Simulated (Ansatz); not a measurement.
# CH5FOSi: the cost of one run

All numbers below are computed with Ansatz 0.2.0 (RKS PBE0/6-31G*).

## 1. Starting point

Bond lengths: Si1–H2 1.460 Å, Si1–F3 1.590 Å, Si1–O4 1.679 Å, O4–C5 1.420 Å, C5–H6 1.110 Å, C5–H7 1.110 Å, C5–H8 1.110 Å, Si1–H9 1.459 Å. Angles: H2–Si1–F3 109.5°, H2–Si1–O4 109.5°, H2–Si1–H9 109.5°, F3–Si1–O4 109.5°, F3–Si1–H9 109.5°, O4–Si1–H9 109.5°, Si1–O4–C5 125.0°, O4–C5–H6 109.5°, O4–C5–H7 109.5°, O4–C5–H8 109.5°, H6–C5–H7 109.4°, H6–C5–H8 109.4°, H7–C5–H8 109.4°.

Structure file:

```xyz
9

Si    0.0000    0.0000    0.0000
H     0.0000    0.0000    1.4600
F     1.4994    0.0000   -0.5295
O    -0.7913    1.3709   -0.5594
C    -2.1512    1.4177   -0.9653
H    -2.7687    0.8215   -0.2614
H    -2.5023    2.4707   -0.9639
H    -2.2473    0.9975   -1.9882
H    -0.6877   -1.1914   -0.4862
```

## 2. Preparing the start

File input.yaml:

```yaml
crystal:
  periodic: [false, false, false]
  atoms:
    - { symbol: Si, position_ang: [0.0, 0.0, 0.0] }
    - { symbol: H, position_ang: [0.0, 0.0, 1.46] }
    - { symbol: F, position_ang: [1.4994, 0.0, -0.5295] }
    - { symbol: O, position_ang: [-0.7913, 1.3709, -0.5594] }
    - { symbol: C, position_ang: [-2.1512, 1.4177, -0.9653] }
    - { symbol: H, position_ang: [-2.7687, 0.8215, -0.2614] }
    - { symbol: H, position_ang: [-2.5023, 2.4707, -0.9639] }
    - { symbol: H, position_ang: [-2.2473, 0.9975, -1.9882] }
    - { symbol: H, position_ang: [-0.6877, -1.1914, -0.4862] }
basis:
  gaussian: { orbitals: "6-31G*" }
hamiltonian:
  xc: pbe0
relax:
  f_tol: 0.02
  max_steps: 40
```

On the command line:

```
$ ansatz run input.yaml --threads 2 --pin off --max-ram 3072MiB --backend cpu --events-out ev --progress --plain --runs-dir out
```

Q: Estimate wall time and peak memory on 2 threads of Arm Neoverse V2, shared host.

About 35 s, with a peak of 0.16 GiB.
